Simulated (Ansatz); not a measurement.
# C4H12SSi: the cost of one run

All numbers below are computed with Ansatz 0.2.0 (RKS PBE-D4/STO-3G).

## Step 1: The starting structure

Bond lengths (14 of 17 bonds, heavy atoms first): C1–Si2 1.865 Å, Si2–C3 1.941 Å, C3–C4 1.556 Å, C3–C5 1.536 Å, C3–S6 1.812 Å, C1–H7 1.115 Å, C1–H8 1.037 Å, C1–H9 1.117 Å, Si2–H10 1.495 Å, Si2–H11 1.507 Å, C4–H12 1.043 Å, C4–H13 1.184 Å, C4–H14 1.102 Å, C5–H15 1.090 Å. Angles (14 of 31 angles, heavy atoms first): C1–Si2–C3 114.3°, Si2–C3–C4 110.5°, Si2–C3–C5 110.6°, Si2–C3–S6 106.7°, C4–C3–C5 107.9°, C4–C3–S6 112.4°, C5–C3–S6 108.8°, C1–Si2–H10 108.0°, C1–Si2–H11 110.0°, C3–Si2–H10 108.4°, C3–Si2–H11 109.8°, Si2–C1–H7 108.8°, Si2–C1–H8 112.4°, Si2–C1–H9 106.5°.

Structure file:

```xyz
18

C     0.5427   -2.3895   -0.8567
Si    0.7132   -1.1133    0.4932
C    -0.3521    0.4860    0.2208
C     0.0277    1.1713   -1.1230
C    -0.1092    1.4962    1.3515
S    -2.0881   -0.0318    0.2652
H     0.7861   -1.9133   -1.8355
H     1.1704   -3.2023   -0.7143
H    -0.5361   -2.6790   -0.8857
H     2.1520   -0.7152    0.5740
H     0.3807   -1.7269    1.8287
H     1.0197    1.4884   -1.1765
H    -0.7147    2.0821   -1.2717
H    -0.2636    0.5026   -1.9491
H    -0.7403    2.3773    1.2388
H    -0.3309    1.1139    2.3740
H     0.9416    1.8762    1.3991
H    -2.6367    1.1886    0.1190
```

## Step 2: Relaxing the start

File input.yaml:

```yaml
crystal:
  periodic: [false, false, false]
  atoms:
    - { symbol: C, position_ang: [0.5427, -2.3895, -0.8567] }
    - { symbol: Si, position_ang: [0.7132, -1.1133, 0.4932] }
    - { symbol: C, position_ang: [-0.3521, 0.486, 0.2208] }
    - { symbol: C, position_ang: [0.0277, 1.1713, -1.123] }
    - { symbol: C, position_ang: [-0.1092, 1.4962, 1.3515] }
    - { symbol: S, position_ang: [-2.0881, -0.0318, 0.2652] }
    - { symbol: H, position_ang: [0.7861, -1.9133, -1.8355] }
    - { symbol: H, position_ang: [1.1704, -3.2023, -0.7143] }
    - { symbol: H, position_ang: [-0.5361, -2.679, -0.8857] }
    - { symbol: H, position_ang: [2.152, -0.7152, 0.574] }
    - { symbol: H, position_ang: [0.3807, -1.7269, 1.8287] }
    - { symbol: H, position_ang: [1.0197, 1.4884, -1.1765] }
    - { symbol: H, position_ang: [-0.7147, 2.0821, -1.2717] }
    - { symbol: H, position_ang: [-0.2636, 0.5026, -1.9491] }
    - { symbol: H, position_ang: [-0.7403, 2.3773, 1.2388] }
    - { symbol: H, position_ang: [-0.3309, 1.1139, 2.374] }
    - { symbol: H, position_ang: [0.9416, 1.8762, 1.3991] }
    - { symbol: H, position_ang: [-2.6367, 1.1886, 0.119] }
basis:
  gaussian: { orbitals: STO-3G }
hamiltonian:
  xc: pbe
  dispersion: d4
relax:
  f_tol: 0.02
  max_steps: 40
scf:
  lower_state_search: "off"
output:
  orbitals: {}
```

Launch:

```
$ ansatz run input.yaml --threads 1 --pin off --max-ram 2048MiB --backend cpu --events-out ev --progress --plain --runs-dir out
```

What time and memory should one allow on 1 thread of an x86-64 CPU, shared host?

About 17 s, with a peak of 0.14 GiB.
